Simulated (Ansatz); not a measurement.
# C3H9BO: up Jacob's ladder to CCSD(T)

An exercise on one series of results from a longer session: the logs are not shown, and one member is left open.

Program: Ansatz 0.2.0, Gaussian basis. Level of theory: functionals in def2-TZVPP, the program's frozen cores in correlated methods. These are calculated values, not measurements.

Levels to be run: PBE-D4, r2SCAN-D4, PBE0-D4, B3LYP-D4, ωB97X-V, ωB97M-V, B2PLYP; CCSD(T)/def2-TZVPP; MP2/def2-QZVPP; extrapolation to the limit.

## Structure used throughout

All runs share one geometry, relaxed beforehand with PBE0-D4 in a triple-zeta def2 set.

SMILES `CBCOC`, 14 atoms, charge 0, spin multiplicity 1.

Atoms are counted from 1 here; the program's logs count them from 0.

Bond lengths: C1–B2 1.550 Å, C1–H6 1.102 Å, C1–H7 1.092 Å, C1–H8 1.091 Å, B2–C3 1.558 Å, B2–H9 1.203 Å, C3–O4 1.405 Å, C3–H10 1.108 Å, C3–H11 1.108 Å, O4–C5 1.399 Å, C5–H12 1.091 Å, C5–H13 1.100 Å, C5–H14 1.100 Å. Angles: B2–C1–H6 105.3°, B2–C1–H7 114.0°, B2–C1–H8 113.9°, H6–C1–H7 105.6°, H6–C1–H8 106.5°, H7–C1–H8 110.8°, C1–B2–C3 123.6°, C1–B2–H9 120.9°, C3–B2–H9 115.5°, B2–C3–O4 114.4°, B2–C3–H10 108.4°, B2–C3–H11 107.8°, O4–C3–H10 110.9°, O4–C3–H11 110.9°, H10–C3–H11 103.8°, C3–O4–C5 112.8°, O4–C5–H12 107.8°, O4–C5–H13 111.5° and more.

Set-up of the first run:

The input, in.yaml:

```yaml
crystal:
  periodic: [false, false, false]
  atoms:
    - {symbol: C, position_ang: [-1.726940, 0.965625, 1.029910]}
    - {symbol: B, position_ang: [-0.315258, 1.353125, 0.519391]}
    - {symbol: C, position_ang: [0.652803, 0.354269, -0.182055]}
    - {symbol: O, position_ang: [0.158470, -0.956404, -0.285759]}
    - {symbol: C, position_ang: [1.056922, -1.825905, -0.912883]}
    - {symbol: H, position_ang: [-2.416049, 1.240250, 0.214734]}
    - {symbol: H, position_ang: [-2.057759, 1.538703, 1.898552]}
    - {symbol: H, position_ang: [-1.858331, -0.103949, 1.198844]}
    - {symbol: H, position_ang: [0.083729, 2.484104, 0.607927]}
    - {symbol: H, position_ang: [0.910205, 0.759667, -1.180212]}
    - {symbol: H, position_ang: [1.615414, 0.371922, 0.367079]}
    - {symbol: H, position_ang: [0.595541, -2.813605, -0.948660]}
    - {symbol: H, position_ang: [2.004564, -1.895377, -0.359301]}
    - {symbol: H, position_ang: [1.283589, -1.501524, -1.938868]}
basis:
  gaussian: {orbitals: def2-TZVPP}
hamiltonian: {xc: pbe, dispersion: d4}
output: {forces: true, orbitals: {seedname: orbitals}}
```

Command:

```bash
> ansatz run in.yaml --threads 4 --pin off --events-out ev --progress --plain --max-ram 10444MiB
```

Steps of the session up to this table: PBE-D4 (GGA); r2SCAN-D4 (meta-GGA); PBE0-D4 (hybrid); B3LYP-D4 (hybrid); ωB97X-V (range-separated); ωB97M-V (range-separated); B2PLYP (double hybrid); CCSD(T) in def2-TZVPP; MP2 in def2-QZVPP.

One of the session's tables, all rows but one given; the rest of the session is left out.

It belongs to the step «Atomisation energies». 

| method | atomisation energy (kcal/mol) |
| --- | --- |
| PBE-D4 | 1300.9 |
| r2SCAN-D4 | 1282.2 |
| PBE0-D4 | 1283.2 |
| B3LYP-D4 | ? |
| ωB97X-V | 1278.9 |
| ωB97M-V | 1281.5 |
| B2PLYP | 1266.5 |
| HF/def2-TZVPP | 959.9 |
| MP2/def2-TZVPP | 1261.1 |
| CCSD/def2-TZVPP | 1231.7 |
| CCSD(T)/def2-TZVPP | 1246.6 |
| MP2/CBS | 1288.5 |
| CCSD(T)/CBS | 1274.0 |

Estimate the missing values for B3LYP-D4.

As computed: atomisation energy (kcal/mol): 1280.2. In the column «atomisation energy (kcal/mol)» it lies between ωB97X-V (1278.9) and ωB97M-V (1281.5).

Limits of these values: Free atoms (3 C, 1 B, 1 O, 9 H) were run apart at each level; the atomisation energy is their sum less the molecule, without zero-point or spin-orbit terms.
